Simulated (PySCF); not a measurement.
# C2HBrO: NMR shieldings, spin-spin couplings, relativistic core levels, part 2 of 2

PySCF 2.14.0. Atoms count from 0.

## 8. NMR shieldings: PBE0/pcJ-1 Br:dyall-v2z, spin-free

The job: settings as JSON, then the geometry in Å.

```
{"job": {"kind": "hnmr", "xc": "PBE0", "basis": {"default": "pcJ-1", "Br": "dyall-v2z"}, "rel": "sf"}, "charge": 0, "multiplicity": 1}
O      2.001380    -0.350553    -0.003306
C      0.874252    -0.077232    -0.005304
C     -0.406899     0.234615    -0.007786
Br    -1.708762    -1.117443    -0.013112
H     -0.726545     1.276588    -0.008414
```

Level: PBE0/pcJ-1 Br:dyall-v2z GIAO NMR shielding, spin-free X2C, Gaussian nuclei, gas phase.

The log of the run:

```text
spin-free SCF
coarse grid: 25344 points
cycle   1  E = -2757.8420629296  dE =  5.700e-01  |g| = 6.527e-01  |ddm| = 2.270e+00
cycle   2  E = -2757.5212820378  dE =  3.208e-01  |g| = 1.459e+00  |ddm| = 1.179e+00
cycle   3  E = -2757.9102442414  dE = -3.890e-01  |g| = 1.451e-01  |ddm| = 8.960e-01
cycle   4  E = -2757.9130826934  dE = -2.838e-03  |g| = 9.824e-02  |ddm| = 1.718e-01
cycle   5  E = -2757.9154249271  dE = -2.342e-03  |g| = 1.029e-02  |ddm| = 7.527e-02
cycle   6  E = -2757.9154457390  dE = -2.081e-05  |g| = 2.576e-03  |ddm| = 1.243e-02
cycle   7  E = -2757.9154470919  dE = -1.353e-06  |g| = 1.158e-03  |ddm| = 3.541e-03
final grid: 52072 points
cycle   8  E = -2757.9156065148  dE =  1.243e-07  |g| = 1.727e-03  |ddm| = 2.315e-03
cycle   9  E = -2757.9156058009  dE =  7.139e-07  |g| = 2.643e-03  |ddm| = 3.048e-03
cycle  10  E = -2757.9156068825  dE = -1.082e-06  |g| = 5.767e-04  |ddm| = 1.898e-03
cycle  11  E = -2757.9156069426  dE = -6.011e-08  |g| = 1.397e-04  |ddm| = 4.408e-04
cycle  12  E = -2757.9156069459  dE = -3.326e-09  |g| = 1.224e-05  |ddm| = 8.707e-05
converged SCF energy = -2757.9156069459
check of the scalar solution
cycle   1  E = -2757.9156069459  dE = -2.758e+03  |FDS-SDF| = 1.224e-05
cycle   2  E = -2757.9156069459  dE = -1.819e-12  |FDS-SDF| = 1.248e-05
converged, E = -2757.9156069459

Field gradients (au) and densities at the nuclei (bohr^-3)
atom        Vxx        Vyy        Vzz        centre      nuclear mean
  0 O      0.3004     0.8421    -1.1425        311.475        311.464
  1 C     -0.0689    -0.4532     0.5221        126.259        126.257
  2 C     -0.0019    -0.3964     0.3983        125.655        125.653
  3 Br    -4.6121    -4.9978     9.6099      40814.128      40754.375
  4 H     -0.1240    -0.1808     0.3047          0.452          0.452
without picture change
  3 Br                           9.9388                     66241.685

Core orbital energies (eV)
atom   shell        mean    spread
  3 Br 1s       -13365.439   0.000
  3 Br 2s        -1754.613   0.000
  3 Br 3s         -247.595   0.000
  3 Br 4s          -22.917   0.000
  3 Br 2p        -1546.371   0.126
  3 Br 3p         -181.215   0.429
  3 Br 3d          -71.303   0.465

Shielding tensors (ppm)
atom      isotropic    diamagn.    paramagn.     s11        s22        s33       span
  0 O       -81.10      401.25     -482.35    -227.22    -151.76     135.68     362.90
  1 C       -21.83      258.84     -280.68     -94.63     -61.79      90.92     185.55
  2 C       152.84      254.65     -101.82     128.45     159.94     170.12      41.67
  3 Br     2481.48     3134.32     -652.84    2103.27    2381.44    2959.73     856.45
  4 H        27.34       27.87       -0.53      21.43      24.39      36.20      14.77
```

Run time: 9.4 s. Hardware: 1 thread of Intel Xeon 6975P-C, shared host; peak memory 0.83 GiB.

## 9. Spin-spin couplings: PBE0/pcJ-1 Br:dyall-v2z, spin-free

The job: settings as JSON, then the geometry in Å.

```
{"job": {"kind": "hj", "xc": "PBE0", "basis": {"default": "pcJ-1", "Br": "dyall-v2z"}, "rel": "sf", "atoms": [3]}, "charge": 0, "multiplicity": 1}
O      2.001380    -0.350553    -0.003306
C      0.874252    -0.077232    -0.005304
C     -0.406899     0.234615    -0.007786
Br    -1.708762    -1.117443    -0.013112
H     -0.726545     1.276588    -0.008414
```

With the program's defaults for keys left out, this is: PBE0/pcJ-1 Br:dyall-v2z indirect spin-spin coupling, X2C without spin-orbit coupling, Gaussian nuclei, gas phase.

The log of the run:

```text
spin-free SCF
coarse grid: 25344 points
cycle   1  E = -2757.8420629296  dE =  5.700e-01  |g| = 6.527e-01  |ddm| = 2.270e+00
cycle   2  E = -2757.5212820378  dE =  3.208e-01  |g| = 1.459e+00  |ddm| = 1.179e+00
cycle   3  E = -2757.9102442414  dE = -3.890e-01  |g| = 1.451e-01  |ddm| = 8.960e-01
cycle   4  E = -2757.9130826934  dE = -2.838e-03  |g| = 9.824e-02  |ddm| = 1.718e-01
cycle   5  E = -2757.9154249271  dE = -2.342e-03  |g| = 1.029e-02  |ddm| = 7.527e-02
cycle   6  E = -2757.9154457390  dE = -2.081e-05  |g| = 2.576e-03  |ddm| = 1.243e-02
cycle   7  E = -2757.9154470919  dE = -1.353e-06  |g| = 1.158e-03  |ddm| = 3.541e-03
final grid: 52072 points
cycle   8  E = -2757.9156065148  dE =  1.243e-07  |g| = 1.727e-03  |ddm| = 2.315e-03
cycle   9  E = -2757.9156058009  dE =  7.139e-07  |g| = 2.643e-03  |ddm| = 3.048e-03
cycle  10  E = -2757.9156068825  dE = -1.082e-06  |g| = 5.767e-04  |ddm| = 1.898e-03
cycle  11  E = -2757.9156069426  dE = -6.011e-08  |g| = 1.397e-04  |ddm| = 4.408e-04
cycle  12  E = -2757.9156069459  dE = -3.326e-09  |g| = 1.224e-05  |ddm| = 8.707e-05
converged SCF energy = -2757.9156069459
two-component SCF
cycle   1  E = -2757.9156069464  dE = -2.758e+03  |FDS-SDF| = 1.224e-05
cycle   2  E = -2757.9156069464  dE =  1.364e-12  |FDS-SDF| = 1.248e-05
converged, E = -2757.9156069464

Indirect spin-spin couplings
  i        j     bonds      J/Hz   K/1e19 T2/J   anisotropy/Hz
  3  79Br   0  17O    3      -47.83      116.79      -129.4
  3  79Br   1  13C    2       25.02       32.95       143.5
  3  79Br   2  13C    1     -179.53     -236.37       210.3
  3  79Br   4   1H    2       46.78       15.49        62.0
```

It took 18 s on 1 thread of Intel Xeon 6975P-C, shared host; peak memory 0.67 GiB.

## 10. Relativistic core levels: PBE0/pcJ-1 Br:dyall-v2z, spin-free

The job: settings as JSON, then the geometry in Å.

```
{"job": {"kind": "hxps", "xc": "PBE0", "basis": {"default": "pcJ-1", "Br": "dyall-v2z"}, "rel": "sf", "holes": [[3, "3d"]]}, "charge": 0, "multiplicity": 1}
O      2.001380    -0.350553    -0.003306
C      0.874252    -0.077232    -0.005304
C     -0.406899     0.234615    -0.007786
Br    -1.708762    -1.117443    -0.013112
H     -0.726545     1.276588    -0.008414
```

With the program's defaults for keys left out, this is: PBE0/pcJ-1 Br:dyall-v2z core ionisation, delta-SCF with one localised hole, spin-free X2C, Gaussian nuclei, gas phase.

The log of the run:

```text
spin-free SCF
coarse grid: 25344 points
cycle   1  E = -2757.8420629296  dE =  5.700e-01  |g| = 6.527e-01  |ddm| = 2.270e+00
cycle   2  E = -2757.5212820378  dE =  3.208e-01  |g| = 1.459e+00  |ddm| = 1.179e+00
cycle   3  E = -2757.9102442414  dE = -3.890e-01  |g| = 1.451e-01  |ddm| = 8.960e-01
cycle   4  E = -2757.9130826934  dE = -2.838e-03  |g| = 9.824e-02  |ddm| = 1.718e-01
cycle   5  E = -2757.9154249271  dE = -2.342e-03  |g| = 1.029e-02  |ddm| = 7.527e-02
cycle   6  E = -2757.9154457390  dE = -2.081e-05  |g| = 2.576e-03  |ddm| = 1.243e-02
cycle   7  E = -2757.9154470919  dE = -1.353e-06  |g| = 1.158e-03  |ddm| = 3.541e-03
final grid: 52072 points
cycle   8  E = -2757.9156065148  dE =  1.243e-07  |g| = 1.727e-03  |ddm| = 2.315e-03
cycle   9  E = -2757.9156058009  dE =  7.139e-07  |g| = 2.643e-03  |ddm| = 3.048e-03
cycle  10  E = -2757.9156068825  dE = -1.082e-06  |g| = 5.767e-04  |ddm| = 1.898e-03
cycle  11  E = -2757.9156069426  dE = -6.011e-08  |g| = 1.397e-04  |ddm| = 4.408e-04
cycle  12  E = -2757.9156069459  dE = -3.326e-09  |g| = 1.224e-05  |ddm| = 8.707e-05
converged SCF energy = -2757.9156069459
two-component SCF
cycle   1  E = -2757.9156069464  dE = -2.758e+03  |FDS-SDF| = 1.224e-05
cycle   2  E = -2757.9156069464  dE =  1.364e-12  |FDS-SDF| = 1.248e-05
converged, E = -2757.9156069464

Field gradients (au) and densities at the nuclei (bohr^-3)
atom        Vxx        Vyy        Vzz        centre      nuclear mean
  0 O      0.3004     0.8421    -1.1425        311.475        311.464
  1 C     -0.0689    -0.4532     0.5221        126.259        126.257
  2 C     -0.0019    -0.3964     0.3983        125.655        125.653
  3 Br    -4.6121    -4.9978     9.6099      40814.128      40754.375
  4 H     -0.1240    -0.1808     0.3047          0.452          0.452
without picture change
  3 Br                           9.9388                     66241.685

Core orbital energies (eV)
atom   shell        mean    spread
  3 Br 1s       -13365.439   0.000
  3 Br 2s        -1754.613   0.000
  3 Br 3s         -247.595   0.000
  3 Br 4s          -22.917   0.000
  3 Br 2p1/2     -1546.453   0.000
  3 Br 2p3/2     -1546.330   0.005
  3 Br 3p1/2      -181.494   0.000
  3 Br 3p3/2      -181.075   0.020
  3 Br 3d3/2       -71.481   0.115
  3 Br 3d5/2       -71.185   0.334

hole in 3d5/2 of atom 3
cycle   1  E = -2754.7287563459  dE = -2.755e+03  |FDS-SDF| = 2.208e+00
cycle   2  E = -2754.8396394831  dE = -1.109e-01  |FDS-SDF| = 2.186e+00
cycle   3  E = -2755.0833501647  dE = -2.437e-01  |FDS-SDF| = 1.760e-01
cycle   4  E = -2755.0823761841  dE =  9.740e-04  |FDS-SDF| = 1.711e-01
cycle   5  E = -2755.0874422761  dE = -5.066e-03  |FDS-SDF| = 1.953e-02
cycle   6  E = -2755.0875188056  dE = -7.653e-05  |FDS-SDF| = 5.100e-03
cycle   7  E = -2755.0875252755  dE = -6.470e-06  |FDS-SDF| = 1.198e-03
cycle   8  E = -2755.0875256815  dE = -4.060e-07  |FDS-SDF| = 5.659e-04
cycle   9  E = -2755.0875257999  dE = -1.184e-07  |FDS-SDF| = 1.594e-04
cycle  10  E = -2755.0875258260  dE = -2.606e-08  |FDS-SDF| = 6.472e-05
converged, E = -2755.0875258260

Core binding energies (eV)
atom   line    delta-SCF   -orbital   splitting
  3 Br 3d         76.852      71.30         -
```

It took 12 s on 1 thread of Intel Xeon 6975P-C, shared host; peak memory 0.82 GiB.

## 11. Relativistic core levels: PBE0/pcJ-1 Br:dyall-v2z, non-relativistic

The job: settings as JSON, then the geometry in Å.

```
{"job": {"kind": "hxps", "xc": "PBE0", "basis": {"default": "pcJ-1", "Br": "dyall-v2z"}, "rel": "nr", "holes": [[3, "3d"]]}, "charge": 0, "multiplicity": 1}
O      2.001380    -0.350553    -0.003306
C      0.874252    -0.077232    -0.005304
C     -0.406899     0.234615    -0.007786
Br    -1.708762    -1.117443    -0.013112
H     -0.726545     1.276588    -0.008414
```

Level: PBE0/pcJ-1 Br:dyall-v2z core ionisation, delta-SCF with one localised hole, non-relativistic, Gaussian nuclei, gas phase.

The log of the run:

```text
non-relativistic SCF
coarse grid: 25344 points
cycle   1  E = -2725.5871579200  dE = -2.074e+01  |g| = 2.296e+00  |ddm| = 2.346e+00
cycle   2  E = -2725.2747086576  dE =  3.124e-01  |g| = 1.698e+00  |ddm| = 1.187e+00
cycle   3  E = -2725.4029957322  dE = -1.283e-01  |g| = 1.260e+00  |ddm| = 1.471e+00
cycle   4  E = -2725.6797821495  dE = -2.768e-01  |g| = 2.369e-01  |ddm| = 7.254e-01
cycle   5  E = -2725.6846299989  dE = -4.848e-03  |g| = 9.145e-02  |ddm| = 1.776e-01
cycle   6  E = -2725.6863936130  dE = -1.764e-03  |g| = 2.781e-02  |ddm| = 8.692e-02
cycle   7  E = -2725.6865550106  dE = -1.614e-04  |g| = 5.073e-03  |ddm| = 1.896e-02
cycle   8  E = -2725.6865594581  dE = -4.448e-06  |g| = 7.030e-04  |ddm| = 3.568e-03
final grid: 52072 points
cycle   9  E = -2725.6865698569  dE =  3.509e-08  |g| = 8.570e-04  |ddm| = 1.832e-03
cycle  10  E = -2725.6865697615  dE =  9.537e-08  |g| = 1.125e-03  |ddm| = 2.057e-03
cycle  11  E = -2725.6865700404  dE = -2.788e-07  |g| = 1.048e-04  |ddm| = 1.092e-03
cycle  12  E = -2725.6865700417  dE = -1.343e-09  |g| = 3.962e-05  |ddm| = 7.853e-05
converged SCF energy = -2725.6865700417
two-component SCF
cycle   1  E = -2725.6865700417  dE = -2.726e+03  |FDS-SDF| = 3.962e-05
cycle   2  E = -2725.6865700411  dE =  6.580e-10  |FDS-SDF| = 7.294e-05
converged, E = -2725.6865700411

Field gradients (au) and densities at the nuclei (bohr^-3)
atom        Vxx        Vyy        Vzz        centre      nuclear mean
  0 O      0.2961     0.8413    -1.1374        308.893        308.880
  1 C     -0.0681    -0.4538     0.5219        125.685        125.683
  2 C     -0.0018    -0.3962     0.3979        125.081        125.079
  3 Br    -4.3153    -4.6817     8.9970      29275.719      29251.891
  4 H     -0.1239    -0.1809     0.3048          0.452          0.452

Core orbital energies (eV)
atom   shell        mean    spread
  3 Br 1s       -13148.914   0.000
  3 Br 2s        -1704.401   0.000
  3 Br 3s         -239.220   0.000
  3 Br 4s          -22.277   0.000
  3 Br 2p1/2     -1534.942   0.000
  3 Br 2p3/2     -1534.820   0.005
  3 Br 3p1/2      -179.728   0.000
  3 Br 3p3/2      -179.314   0.020
  3 Br 3d3/2       -73.148   0.112
  3 Br 3d5/2       -72.858   0.326

hole in 3d5/2 of atom 3
cycle   1  E = -2722.4364031621  dE = -2.722e+03  |FDS-SDF| = 2.212e+00
cycle   2  E = -2722.5511143599  dE = -1.147e-01  |FDS-SDF| = 2.163e+00
cycle   3  E = -2722.7909646002  dE = -2.399e-01  |FDS-SDF| = 1.745e-01
cycle   4  E = -2722.7899135610  dE =  1.051e-03  |FDS-SDF| = 1.717e-01
cycle   5  E = -2722.7950172900  dE = -5.104e-03  |FDS-SDF| = 1.949e-02
cycle   6  E = -2722.7950939378  dE = -7.665e-05  |FDS-SDF| = 5.024e-03
cycle   7  E = -2722.7951002521  dE = -6.314e-06  |FDS-SDF| = 1.163e-03
cycle   8  E = -2722.7951006321  dE = -3.800e-07  |FDS-SDF| = 5.567e-04
cycle   9  E = -2722.7951007442  dE = -1.120e-07  |FDS-SDF| = 1.539e-04
cycle  10  E = -2722.7951007680  dE = -2.385e-08  |FDS-SDF| = 6.267e-05
converged, E = -2722.7951007680

Core binding energies (eV)
atom   line    delta-SCF   -orbital   splitting
  3 Br 3d         78.579      72.97         -
```

Run time: 12 s. Hardware: 1 thread of Intel Xeon 6975P-C, shared host; peak memory 0.76 GiB.

## 12. Shieldings side by side

```tsv
run	Br3	C2	O0	C1	H4	time
step 3, PBE0/pcJ-1 Br:dyall-v2z, spin–orbit	2797.8	172.6	-77.8	-19.7	27.6	30 s
step 6, PBE0/pcJ-1 Br:dyall-v2z, non-relativistic	2475.0	155.3	-78.6	-21.3	27.4	8.7 s
step 8, PBE0/pcJ-1 Br:dyall-v2z, spin-free	2481.5	152.8	-81.1	-21.8	27.3	9.4 s
```

## 13. What came out

The summary covers parts 1 to 2.

```
                                                                     quantity                                                  value
                                                                  point group                                                     Cs
                                         rotational constants (main isotopes)                                  31.97, 2.06, 1.94 GHz
energy from spin-orbit coupling (step 3, PBE0/pcJ-1 Br:dyall-v2z, spin–orbit)                                             -0.0781 Eh
                     shieldings (step 3, PBE0/pcJ-1 Br:dyall-v2z, spin–orbit)  O0 -77.8, C1 -19.7, C2 172.6, Br3 2797.8, H4 27.6 ppm
                                        surface potential, 1st and 99th percentile                                     -0.66 V and 1.66 V
energy from spin-orbit coupling (step 4, PBE0/pcJ-1 Br:dyall-v2z, spin–orbit)                                             -0.0781 Eh
       largest reduced coupling (step 4, PBE0/pcJ-1 Br:dyall-v2z, spin–orbit)              Br3–C2: J = -154.9 Hz, K = -204·10¹⁹ T²/J
       Br3 3d5/2 binding energy (step 5, PBE0/pcJ-1 Br:dyall-v2z, spin–orbit)                                 76.7 eV, 3d3/2 77.8 eV
energy from spin-orbit coupling (step 5, PBE0/pcJ-1 Br:dyall-v2z, spin–orbit)                                             -0.0781 Eh
               shieldings (step 6, PBE0/pcJ-1 Br:dyall-v2z, non-relativistic)  O0 -78.6, C1 -21.3, C2 155.3, Br3 2475.0, H4 27.4 ppm
 largest reduced coupling (step 7, PBE0/pcJ-1 Br:dyall-v2z, non-relativistic)              Br3–C2: J = -147.1 Hz, K = -194·10¹⁹ T²/J
                      shieldings (step 8, PBE0/pcJ-1 Br:dyall-v2z, spin-free)  O0 -81.1, C1 -21.8, C2 152.8, Br3 2481.5, H4 27.3 ppm
        largest reduced coupling (step 9, PBE0/pcJ-1 Br:dyall-v2z, spin-free)              Br3–C2: J = -179.5 Hz, K = -236·10¹⁹ T²/J
          Br3 3d binding energy (step 10, PBE0/pcJ-1 Br:dyall-v2z, spin-free)                                                76.9 eV
   Br3 3d binding energy (step 11, PBE0/pcJ-1 Br:dyall-v2z, non-relativistic)                                                78.6 eV
```

In words: Relaxing lowered the energy by 0.070 eV in 5 steps; the close pair that moved most is O0–C1, from 1.190 to 1.160 Å. No frequency check was run at this level, so the end point may be a saddle. In step 3, Br3 has the widest tensor, 604 ppm. At PBE0/dyall-v2z+pcJ-1, counted by nearest atom on the grid, the HOMO lies on Br3 34 %; C2 31 %, the LUMO on C1 36 %; Br3 29 %. Br3 moves most between the runs, by 323 ppm; the labels say what changes from run to run.
